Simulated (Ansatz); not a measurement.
# Si2H4SCl (SMILES [SiH2]S[SiH2]Cl) at 6 levels

Wanted: a comparison of 6 runs (UHF/STO-3G, UHF/6-31+G*, UBLYP/6-31G, UB3LYP/6-31G*, UPBE0/def2-SVP) of Si2H4SCl. 

Program for the calculation: Ansatz 0.2.0.

2 further runs of the same task are left out: 1 for a known fault of the program, 1 set aside as unsound or not needed.

## 1. The structure to begin with

Si2H4SCl: 8 atoms, total charge 0, spin state doublet. SMILES: `[SiH2]S[SiH2]Cl`. Geometry: relaxed at PBE0-D4/def2-TZVP. This is one conformer, not always the lowest.

Bond lengths: Si1–S2 2.139 Å, S2–Si3 2.122 Å, Si3–Cl4 2.053 Å, Si1–H5 1.491 Å, Si1–H6 1.489 Å, Si3–H7 1.479 Å, Si3–H8 1.478 Å. Angles: Si1–S2–Si3 98.4°, S2–Si3–Cl4 111.9°, S2–Si1–H5 109.8°, S2–Si1–H6 106.4°, S2–Si3–H7 111.0°, S2–Si3–H8 106.5°, Cl4–Si3–H7 106.7°, Cl4–Si3–H8 108.7°, H5–Si1–H6 111.1°, H7–Si3–H8 112.1°.

## 2. Energy and gradient at UHF/STO-3G (run 1)

Input file job.yaml:

```yaml
crystal:
  periodic: [false, false, false]
  atoms:
    - {symbol: Si, position_ang: [-0.830000, 1.647200, 0.145600]}
    - {symbol: S, position_ang: [0.976900, 0.723000, 0.822600]}
    - {symbol: Si, position_ang: [0.614000, -1.237900, 0.096600]}
    - {symbol: Cl, position_ang: [-1.107300, -2.038700, 0.879200]}
    - {symbol: H, position_ang: [-1.242500, 1.052400, -1.158400]}
    - {symbol: H, position_ang: [-0.531700, 3.098400, 0.001500]}
    - {symbol: H, position_ang: [0.452700, -1.236900, -1.373300]}
    - {symbol: H, position_ang: [1.760100, -2.064600, 0.530300]}
basis:
  gaussian:
    orbitals: STO-3G
accuracy: high
output:
  forces: true
  orbitals: {seedname: orbitals}
total_charge: 0
hamiltonian:
  xc: hf
magnetization:
  spin_polarized: true
  initial_magnetization: 1
```

Command:

```bash
$ ansatz run job.yaml --threads 1 --pin off --max-ram 2610MiB --events-out events.jsonl --progress --plain --runs-dir runs
```

The program printed:

```text
Warning: RAYON_NUM_THREADS=1 ignored (pool sized by the plan → 1); use --threads N
Functional definition: HF
  name "HF"
  exchange = exact_x
  correlation = 0
792 factors; integrals over basis functions are off by at most 1.6e-8 eV
mean field evaluation 1: about -38674.5294 eV, gradient 1.4e1 eV
mean field evaluation 2: about -38674.5839 eV, gradient 1.4e1 eV
mean field evaluation 4: about -38676.7108 eV, gradient 1.2e0 eV
mean field evaluation 8: about -38676.7518 eV, gradient 3.6e-4 eV
mean field -38676.75001504 eV, -1421.3443470101 hartree, gradient 9.6e-8 eV, S^2 0.752401; 0 other end points of the search recorded, 0 dependent functions left out
the calculation of the forces begins
reference -38676.75001504 eV, -1421.3443470101 hartree; 33, 32 occupied and 7, 8 virtual orbitals, 792 factors
Total energy: -38676.75001504 eV, -1421.3443470101 hartree
Atom 0 at    -0.830000     1.647200     0.145600 Å, force     0.172425     0.783057    -0.896256 eV/Å
Atom 1 at     0.976900     0.723000     0.822600 Å, force    -0.832446    -0.435118    -0.596732 eV/Å
Atom 2 at     0.614000    -1.237900     0.096600 Å, force     2.459580     0.527521    -0.963990 eV/Å
Atom 3 at    -1.107300    -2.038700     0.879200 Å, force    -0.921592    -0.492298     0.406306 eV/Å
Atom 4 at    -1.242500     1.052400    -1.158400 Å, force     0.593127     0.807931     1.260820 eV/Å
Atom 5 at    -0.531700     3.098400     0.001500 Å, force    -0.343206    -1.555353    -0.063137 eV/Å
Atom 6 at     0.452700    -1.236900    -1.373300 Å, force     0.137476    -0.199837     1.428214 eV/Å
Atom 7 at     1.760100    -2.064600     0.530300 Å, force    -1.265365     0.564097    -0.575225 eV/Å
Dipole moment:     0.172837     0.252813    -0.255672 e Å
```

It took 1.2 s on 1 thread of Arm Neoverse V2, shared host; peak memory 0.31 GiB.

## 3. Energy and gradient at UHF/6-31+G(d) (spherical functions) (run 2)

Input file in.yaml:

```yaml
crystal:
  periodic: [false, false, false]
  atoms:
    - {symbol: Si, position_ang: [-0.830000, 1.647200, 0.145600]}
    - {symbol: S, position_ang: [0.976900, 0.723000, 0.822600]}
    - {symbol: Si, position_ang: [0.614000, -1.237900, 0.096600]}
    - {symbol: Cl, position_ang: [-1.107300, -2.038700, 0.879200]}
    - {symbol: H, position_ang: [-1.242500, 1.052400, -1.158400]}
    - {symbol: H, position_ang: [-0.531700, 3.098400, 0.001500]}
    - {symbol: H, position_ang: [0.452700, -1.236900, -1.373300]}
    - {symbol: H, position_ang: [1.760100, -2.064600, 0.530300]}
basis:
  gaussian: {orbitals: 6-31+G_st_-spherical.json}
hamiltonian: {xc: hf}
magnetization: {spin_polarized: true, initial_magnetization: 1}
accuracy: high
output: {forces: true, orbitals: {seedname: orbitals}}
```

The basis set 6-31+G* is read from a file made from the Basis Set Exchange's data (not shown).

Command:

```bash
$ ansatz run in.yaml --threads 1 --pin off --max-ram 2610MiB --events-out events.jsonl --progress --plain --runs-dir runs
```

The program printed, cut to the lines that bear on the results:

```text
Warning: RAYON_NUM_THREADS=1 ignored (pool sized by the plan → 1); use --threads N
Functional definition: HF
  name "HF"
[...]
2024 factors; integrals over basis functions are off by at most 3.7e-9 eV
[...]
mean field -39108.52301583 eV, -1437.2117121228 hartree, gradient 1.4e-8 eV, S^2 0.753799; 0 other end points of the search recorded, 0 dependent functions left out
[...]
reference -39108.52301583 eV, -1437.2117121228 hartree; 33, 32 occupied and 63, 64 virtual orbitals, 2024 factors
Total energy: -39108.52301583 eV, -1437.2117121228 hartree
Atom 0 at    -0.830000     1.647200     0.145600 Å, force    -0.222731     0.620297    -0.331435 eV/Å
Atom 1 at     0.976900     0.723000     0.822600 Å, force     0.056753    -0.112718    -0.002588 eV/Å
Atom 2 at     0.614000    -1.237900     0.096600 Å, force     0.680902    -0.326528    -0.243477 eV/Å
Atom 3 at    -1.107300    -2.038700     0.879200 Å, force    -0.217287    -0.143335     0.089198 eV/Å
Atom 4 at    -1.242500     1.052400    -1.158400 Å, force     0.084878     0.139171     0.266826 eV/Å
Atom 5 at    -0.531700     3.098400     0.001500 Å, force    -0.122272    -0.292201     0.020693 eV/Å
Atom 6 at     0.452700    -1.236900    -1.373300 Å, force     0.020380    -0.015462     0.322382 eV/Å
Atom 7 at     1.760100    -2.064600     0.530300 Å, force    -0.280624     0.130776    -0.121598 eV/Å
Dipole moment:     0.002187     0.089147    -0.247879 e Å
```

It took 8.1 s on 1 thread of Arm Neoverse V2, shared host; peak memory 0.43 GiB.

## 4. Energy and gradient at UBLYP/6-31G (run 3)

in.yaml, as its differences from that of step 3:

```diff
@@ -1 +1,4 @@
+basis:
+  gaussian:
+    orbitals: 6-31G
 crystal:
@@ -11,6 +14,7 @@
     - {symbol: H, position_ang: [1.760100, -2.064600, 0.530300]}
-basis:
-  gaussian: {orbitals: 6-31+G_st_-spherical.json}
-hamiltonian: {xc: hf}
-magnetization: {spin_polarized: true, initial_magnetization: 1}
+magnetization:
+  spin_polarized: true
+  initial_magnetization: 1
+hamiltonian:
+  xc: {name: BLYP}
 accuracy: high
```

Command:

```bash
$ ansatz run in.yaml --threads 1 --pin off --max-ram 2610MiB --events-out events.jsonl --progress --plain --runs-dir runs
```

The program printed, cut to the lines that bear on the results:

```text
Warning: RAYON_NUM_THREADS=1 ignored (pool sized by the plan → 1); use --threads N
Functional definition: BLYP
  name "BLYP"
[...]
1431 factors; integrals over basis functions are off by at most 3.5e-9 eV
[...]
mean field -39173.57887525 eV, -1439.6024708599 hartree, gradient 1.9e-8 eV, S^2 0.750733; 0 other end points of the search recorded, 0 dependent functions left out
[...]
reference -39173.57893362 eV, -1439.6024730052 hartree; 33, 32 occupied and 27, 28 virtual orbitals, 1431 factors
Total energy: -39173.57893362 eV, -1439.6024730052 hartree
Atom 0 at    -0.830000     1.647200     0.145600 Å, force    -1.719794     1.076251    -0.060725 eV/Å
Atom 1 at     0.976900     0.723000     0.822600 Å, force     1.919989     0.980743     1.149635 eV/Å
Atom 2 at     0.614000    -1.237900     0.096600 Å, force     1.993479    -0.845746    -1.255677 eV/Å
Atom 3 at    -1.107300    -2.038700     0.879200 Å, force    -2.437370    -1.263859     1.080245 eV/Å
Atom 4 at    -1.242500     1.052400    -1.158400 Å, force    -0.111983    -0.167424    -0.457786 eV/Å
Atom 5 at    -0.531700     3.098400     0.001500 Å, force     0.066053     0.439747    -0.064259 eV/Å
Atom 6 at     0.452700    -1.236900    -1.373300 Å, force    -0.044724     0.018362    -0.479438 eV/Å
Atom 7 at     1.760100    -2.064600     0.530300 Å, force     0.334350    -0.238074     0.088005 eV/Å
Dipole moment:     0.108281     0.069611    -0.342558 e Å
```

It took 11 s on 1 thread of Arm Neoverse V2, shared host; peak memory 0.31 GiB.

Runs 4 to 5 aren't shown in full; the table further down has their settings and results.

## 5. Energy and gradient at UPBE0/def2-SVP (run 6)

Input file input.yaml:

```yaml
crystal:
  periodic: [false, false, false]
  atoms:
    - {symbol: Si, position_ang: [-0.830000, 1.647200, 0.145600]}
    - {symbol: S, position_ang: [0.976900, 0.723000, 0.822600]}
    - {symbol: Si, position_ang: [0.614000, -1.237900, 0.096600]}
    - {symbol: Cl, position_ang: [-1.107300, -2.038700, 0.879200]}
    - {symbol: H, position_ang: [-1.242500, 1.052400, -1.158400]}
    - {symbol: H, position_ang: [-0.531700, 3.098400, 0.001500]}
    - {symbol: H, position_ang: [0.452700, -1.236900, -1.373300]}
    - {symbol: H, position_ang: [1.760100, -2.064600, 0.530300]}
basis:
  gaussian:
    orbitals: def2-SVP
magnetization:
  spin_polarized: true
  initial_magnetization: 1
hamiltonian:
  xc: pbe0
output:
  forces: true
  orbitals: {seedname: orbitals}
accuracy: high
```

Command:

```bash
$ ansatz run input.yaml --threads 1 --pin off --max-ram 2610MiB --events-out events.jsonl --progress --plain --runs-dir runs
```

The program printed, cut to the lines that bear on the results:

```text
Warning: RAYON_NUM_THREADS=1 ignored (pool sized by the plan → 1); use --threads N
Functional definition: PBE0
  name "PBE0"
[...]
1884 factors; integrals over basis functions are off by at most 3.9e-9 eV
[...]
mean field -39152.82181350 eV, -1438.8396629103 hartree, gradient 2.7e-8 eV, S^2 0.751991; 0 other end points of the search recorded, 0 dependent functions left out
[...]
reference -39152.82181605 eV, -1438.8396630040 hartree; 33, 32 occupied and 59, 60 virtual orbitals, 1884 factors
Total energy: -39152.82181605 eV, -1438.8396630040 hartree
Atom 0 at    -0.830000     1.647200     0.145600 Å, force    -0.204665     0.102574     0.062910 eV/Å
Atom 1 at     0.976900     0.723000     0.822600 Å, force     0.235013     0.105756     0.143244 eV/Å
Atom 2 at     0.614000    -1.237900     0.096600 Å, force     0.140889    -0.123383    -0.065924 eV/Å
Atom 3 at    -1.107300    -2.038700     0.879200 Å, force    -0.274890    -0.101856     0.129074 eV/Å
Atom 4 at    -1.242500     1.052400    -1.158400 Å, force    -0.043943    -0.050302    -0.127490 eV/Å
Atom 5 at    -0.531700     3.098400     0.001500 Å, force     0.013682     0.123981    -0.005474 eV/Å
Atom 6 at     0.452700    -1.236900    -1.373300 Å, force     0.007591     0.005439    -0.166186 eV/Å
Atom 7 at     1.760100    -2.064600     0.530300 Å, force     0.126323    -0.062209     0.029847 eV/Å
Dipole moment:     0.041133     0.044520    -0.204679 e Å
```

Run time: 18 s. Hardware: 1 thread of Arm Neoverse V2, shared host; peak memory 0.51 GiB.

## 6. All runs side by side

```
run                                level  Cartesian functions   energy (Eh)  dipole moment (D)  HOMO energy (eV)  LUMO energy (eV)  wall time
  1                           UHF/STO-3G                   no  -1421.344347               1.92             -6.14              5.55      1.2 s
  2    UHF/6-31+G* (spherical functions)                   no  -1437.211712               1.27             -9.03              0.59      8.1 s
  3                          UBLYP/6-31G                   no  -1439.602473               1.76             -4.95             -3.80       11 s
  4  UB3LYP/6-31G* (spherical functions)                   no  -1439.815229               1.25             -5.93             -3.09       18 s
  5  UB3LYP/6-31G* (Cartesian functions)                  yes  -1439.824771               1.25             -5.93             -3.09       19 s
  6                       UPBE0/def2-SVP                   no  -1438.839663               1.03             -6.21             -2.71       18 s
```

## 7. Summary of results

| quantity | value |
| --- | --- |
| run 6: total energy | -1438.83966 Eh |
| run 6: dipole moment | 1.03 D |
| run 6: HOMO energy (highest over α and β) | -6.21 eV |
| run 6: LUMO energy (lowest over α and β) | -2.71 eV |
| run 6: ⟨S²⟩ | 0.752 |
| run 6: largest force on an atom | 0.320 eV/Å |

**Reading.** The dipole moment (its size) runs from 1.03 D (UPBE0/def2-SVP) to 1.92 D (UHF/STO-3G). The two ends differ in method and basis. Totals of different functionals can't be ranked against each other. In run 1 the basis is minimal, so the values are rough. All runs together took 75 s, the longest 19 s.
